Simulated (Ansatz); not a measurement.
# CH₇NSeSi: a ladder of functionals and wavefunction methods

The task here is to estimate one member of a computed series from the others.

Program: Ansatz 0.2.0, Gaussian basis. Level of theory: functionals in def2-TZVPP, the program's frozen cores in correlated methods. These are calculated values, not measurements.

Levels to be run: PBE-D4, r2SCAN-D4, PBE0-D4, B3LYP-D4, ωB97X-V, ωB97M-V, B2PLYP; CCSD(T)/def2-TZVPP; MP2/def2-QZVPP; extrapolation to the limit.

**The relaxed structure**

The geometry comes from an earlier relaxation with PBE0-D4 in a triple-zeta def2 set; it is a stationary point, not always the lowest conformer.

SMILES `NC[Se][SiH3]`, 11 atoms, charge 0, spin multiplicity 1.

Atoms are counted from 1 here; the program's logs count them from 0.

Bond lengths: N1–C2 1.439 Å, N1–H5 1.012 Å, N1–H6 1.013 Å, C2–Se3 1.970 Å, C2–H7 1.096 Å, C2–H8 1.090 Å, Se3–Si4 2.278 Å, Si4–H9 1.484 Å, Si4–H10 1.482 Å, Si4–H11 1.488 Å. Angles: C2–N1–H5 111.5°, C2–N1–H6 111.6°, H5–N1–H6 108.9°, N1–C2–Se3 110.0°, N1–C2–H7 116.1°, N1–C2–H8 109.2°, Se3–C2–H7 104.9°, Se3–C2–H8 107.5°, H7–C2–H8 108.7°, C2–Se3–Si4 93.6°, Se3–Si4–H9 110.3°, Se3–Si4–H10 114.0°, Se3–Si4–H11 104.2°, H9–Si4–H10 110.3°, H9–Si4–H11 109.5°, H10–Si4–H11 108.2°.

Set-up of the first run:

Contents of in.yaml:

```yaml
crystal:
  periodic: [false, false, false]
  atoms:
    - {symbol: N, position_ang: [-0.094199, 1.361702, -0.028716]}
    - {symbol: C, position_ang: [0.568556, 0.683023, 1.052820]}
    - {symbol: Se, position_ang: [1.360427, -1.001405, 0.407431]}
    - {symbol: Si, position_ang: [-0.442703, -1.522527, -0.882651]}
    - {symbol: H, position_ang: [0.568886, 1.715184, -0.706595]}
    - {symbol: H, position_ang: [-0.662639, 2.130319, 0.305314]}
    - {symbol: H, position_ang: [1.397545, 1.222376, 1.524773]}
    - {symbol: H, position_ang: [-0.164027, 0.429009, 1.818724]}
    - {symbol: H, position_ang: [-1.698123, -1.337079, -0.112579]}
    - {symbol: H, position_ang: [-0.507486, -0.772791, -2.159849]}
    - {symbol: H, position_ang: [-0.260836, -2.964811, -1.198170]}
basis:
  gaussian: {orbitals: def2-TZVPP}
hamiltonian: {xc: pbe, dispersion: d4}
output: {forces: true, orbitals: {seedname: orbitals}}
```

The run is started by

```
$ ansatz run in.yaml --threads 4 --pin off --events-out ev --progress --plain --max-ram 10444MiB
```

Steps of the session up to this table: PBE-D4 (GGA); r2SCAN-D4 (meta-GGA); PBE0-D4 (hybrid); B3LYP-D4 (hybrid); ωB97X-V (range-separated); ωB97M-V (range-separated); B2PLYP (double hybrid); CCSD(T) in def2-TZVPP; MP2 in def2-QZVPP.

One of the session's tables, all rows but one given; the rest of the session is left out.

```
            method  atomisation energy (kJ/mol)
            PBE-D4                       3595.9
         r2SCAN-D4                       3545.1
           PBE0-D4                       3544.0
          B3LYP-D4                       3558.1
           ωB97X-V                       3573.4
           ωB97M-V                            ?
            B2PLYP                       3504.0
     HF/def2-TZVPP                       2509.1
    MP2/def2-TZVPP                       3469.7
   CCSD/def2-TZVPP                       3405.2
CCSD(T)/def2-TZVPP                       3456.0
           MP2/CBS                       3575.3
       CCSD(T)/CBS                       3561.5
```

**Question.** Estimate the row for ωB97M-V.

As computed: atomisation energy (kJ/mol): 3556.5. In the column «atomisation energy (kJ/mol)» it lies between r2SCAN-D4 (3545.1) and B3LYP-D4 (3558.1).

Caveats from the session: Free atoms (1 N, 1 C, 1 Se, 1 Si, 7 H) were run apart at each level; the atomisation energy is their sum less the molecule, without zero-point or spin-orbit terms.
